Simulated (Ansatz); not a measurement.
# YSi (quartet): wave-function methods side by side, def2-TZVPP

An exercise on one series of results from a longer session: the logs are not shown, and one member is left open.

Method: def2-TZVPP, core rule «outside noble gas», up to 9 orbitals frozen; program: Ansatz 0.2.0, Gaussian basis.

The runs, in order: UHF; ROHF; CCSD(T) on UHF.

2 further runs of the same task are left out: 2 set aside as unsound or not needed.

## The system

The geometry is a PBE0/def2-TZVP stationary point (not a proven minimum) of the parent state, kept for this charge and spin. No spin-orbit coupling is included. Elements past krypton take def2 core potentials.

2 atoms, charge 0, spin multiplicity 4.

Atoms are counted from 1 here; the program's logs count them from 0.

Bond lengths: Y1–Si2 2.649 Å.

The first run:

The input, in.yaml:

```yaml
crystal:
  periodic: [false, false, false]
  atoms:
    - {symbol: Y, position_ang: [0.000000, 0.000000, 0.000000]}
    - {symbol: Si, position_ang: [0.000000, 0.000000, 2.649000]}
basis:
  gaussian: {orbitals: def2-TZVPP}
magnetization: {spin_polarized: true, initial_magnetization: 3}
hamiltonian: {xc: hf}
output: {orbitals: {seedname: orbitals}}
```

On the command line:

```bash
$ ansatz run in.yaml --threads 1 --pin off --events-out ev --progress --plain --max-ram 3968MiB --backend cpu
```

Steps of the session up to this table: UHF; ROHF; CCSD(T) on UHF.

One table of the session follows, with a row left open; its other results are not shown here.

```
  method  from UCCSD(T) (meV)
    ROHF              +4174.7
     UHF                    ?
    UMP2              +1032.7
   UCCSD               +243.4
UCCSD(T)                    0
```

**Question.** Estimate the row for UHF.

The run gave: from UCCSD(T) (meV): +3866.5. In the column «from UCCSD(T) (meV)» it lies between UMP2 (+1032.7) and ROHF (+4174.7).
